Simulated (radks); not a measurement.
**Numerical settings for Sm⁺**

Aim: see which numerical settings matter for the samarium ion Sm+. Each run changes a setting or two against a run with the defaults. The defaults are a mesh step of 0.008 in ln r, a mesh end at 40 bohr or more, Anderson mixing 0.5 over 9 steps and a tight residual threshold, with the energy settled to 1e-9 hartree as well; every run has a cap on iterations.

The numbers are computed with radks (a radial shooting solver on a logarithmic mesh, Libxc functionals) version 1 (Dirac Kohn-Sham, PBE, spin-unpolarised, spherical densities, point nucleus; open shells fill j = l - 1/2 first), except any that are marked as measured or tabulated.

## 1. What is computed

| Quantity | Value |
| --- | --- |
| element | samarium (Z = 62) |
| charge | +1 |
| electrons | 61 |
| configuration | [Xe] 4f6 6s1 |

## 2. Default settings

Settings of this run:

```text
Z 62
configuration [Xe] 4f6 6s1
relativity Dirac
functional pbe,pbe
spin unpolarised
j_filling energy
nucleus point
c 137.035999084
max_iterations 52
```

Command:

```
$ python run_ks.py task.json out
```

This one command runs every case of the session in turn.

## 3. Mesh step in ln r 0.05

Changes since step 2:

```diff
@@ -8,2 +8,3 @@
 c 137.035999084
+mesh_step 0.05
 max_iterations 52
```

## 4. Mesh step in ln r 0.005

Changes since step 3:

```diff
@@ -8,3 +8,3 @@
 c 137.035999084
-mesh_step 0.05
+mesh_step 0.005
 max_iterations 52
```

## 5. Mesh step in ln r 0.003

Changes since step 4:

```diff
@@ -8,3 +8,3 @@
 c 137.035999084
-mesh_step 0.005
+mesh_step 0.003
 max_iterations 52
```

## 6. Mesh end (bohr) 3

Changes since step 5:

```diff
@@ -8,3 +8,3 @@
 c 137.035999084
-mesh_step 0.003
+mesh_end 3
 max_iterations 52
```

## 7. Mesh end (bohr) 8

Changes since step 6:

```diff
@@ -8,3 +8,3 @@
 c 137.035999084
-mesh_end 3
+mesh_end 8
 max_iterations 52
```

## 8. Residual threshold 0.001

Changes since step 7:

```diff
@@ -8,3 +8,3 @@
 c 137.035999084
-mesh_end 8
+threshold 0.001
 max_iterations 52
```

## 9. Residual threshold 0.01

Changes since step 8:

```diff
@@ -8,3 +8,3 @@
 c 137.035999084
-threshold 0.001
+threshold 0.01
 max_iterations 52
```

## 10. Mixing 1

Changes since step 9:

```diff
@@ -8,3 +8,3 @@
 c 137.035999084
-threshold 0.01
+mixing 1
 max_iterations 52
```

## 11. Mixing history 1, mixing 0.2

Changes since step 10:

```diff
@@ -8,3 +8,4 @@
 c 137.035999084
-mixing 1
+history 1
+mixing 0.2
 max_iterations 52
```

## 12. Mixing history 1, mixing 0.05

Changes since step 11:

```diff
@@ -9,3 +9,3 @@
 history 1
-mixing 0.2
+mixing 0.05
 max_iterations 52
```

## 13. Mixing history 20

Changes since step 12:

```diff
@@ -8,4 +8,3 @@
 c 137.035999084
-history 1
-mixing 0.05
+history 20
 max_iterations 52
```

## 14. Iteration cap 8

Changes since step 13:

```diff
@@ -8,3 +8,2 @@
 c 137.035999084
-history 20
-max_iterations 52
+max_iterations 8
```

**Question.** What will these runs give? Wanted: for each run, setting; iterations; converged; change of E.

As calculated:

```tsv
setting	mesh points	iterations	converged	change of E (mhartree)	time
Default settings	2648	16	yes	0	0.18 s
mesh step in ln r 0.05	424	16	yes	+0.03623	0.05 s
mesh step in ln r 0.005	4236	16	yes	0	0.28 s
mesh step in ln r 0.003	7060	16	yes	0	0.41 s
mesh end (bohr) 3	2153	14	no	-	0.12 s
mesh end (bohr) 8	2275	16	yes	+5.22	0.15 s
residual threshold 0.001	2648	11	yes	0	0.13 s
residual threshold 0.01	2648	11	yes	0	0.12 s
mixing 1	2648	12	yes	0	0.12 s
mixing history 1, mixing 0.2	2648	52	no	-	0.37 s
mixing history 1, mixing 0.05	2648	52	no	-	0.43 s
mixing history 20	2648	23	yes	0	0.19 s
iteration cap 8	2648	8	no	-	0.09 s
```

What this shows: A zero stands for a change under the printed digits. Converged yet off by more than 1 mhartree: mesh end (bohr) 8. Convergence of the cycle says nothing about the mesh. Not converged or rejected: mesh end (bohr) 3; mixing history 1, mixing 0.2; mixing history 1, mixing 0.05; iteration cap 8. A mesh that ends early acts as a hard wall.
